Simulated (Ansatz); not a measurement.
# HfN: the cost of one run

Program: Ansatz 0.2.0. Level of theory: DFT PBEsol, scalar-relativistic, plane waves, PAW. These are calculated values, not measurements.

### Step 1. Starting point

It takes space group Fm-3m (No. 225, cubic). The conventional cell has a = 4.518 Å, b = 4.518 Å, c = 4.518 Å, α = 90.00°, β = 90.00°, γ = 90.00°. Hf (site symmetry m-3m) is surrounded by 6 N at 2.26 Å. N (site symmetry m-3m) is surrounded by 6 Hf at 2.26 Å.

Structure file:

```
Hf N
1.0
     0.00000    2.25900    2.25900
     2.25900    0.00000    2.25900
     2.25900    2.25900    0.00000
Hf N
1 1
Direct
  0.00000 0.00000 0.00000
  0.50000 0.50000 0.50000
```

No relaxation comes first: the listed cell is the starting point.

### Step 2. Zero of energy

Reference values: F = -15980.2489 eV; pressure -3.02 GPa; largest force 0.000 eV/Å; gap on the mesh none (metal). It was computed beforehand with the settings of the runs below.

### Step 3. Setting up energy and stress against strain

The cell is strained by ε times the Voigt pattern (1, 1, 0, 0, 0, 0) (xx, yy, zz, yz, xz, xy; engineering shear), with fractional coordinates fixed (clamped ions). The stress on the pattern is the sum of the stress components weighted by it, tension positive.

### Step 4. Point ε = -0.0600

Input file input.yaml:

```yaml
crystal:
  lattice:
    - [0.0, 2.12346, 2.259]
    - [2.12346, 0.0, 2.259]
    - [2.12346, 2.12346, 0.0]
  atoms:
    - { symbol: Hf, position: [0.0, 0.0, 0.0] }
    - { symbol: "N", position: [0.5, 0.5, 0.5] }
basis:
  ecutwfc: 420
kpoints:
  mp_grid: { grid: [18, 18, 18] }
hamiltonian:
  xc: pbesol
scf:
  occupations: { method: gaussian, width: 0.15 }
output:
  forces: true
  stress: true
  eigenvalues: true
```

Launch:

```
$ ansatz run input.yaml --threads 1 --pin off --max-ram 2560MiB --backend cpu --events-out ev --progress --plain --runs-dir out
```

What time and memory should one allow on 1 thread of Arm Neoverse V1, shared host?

About 12 s, with a peak of 0.44 GiB.
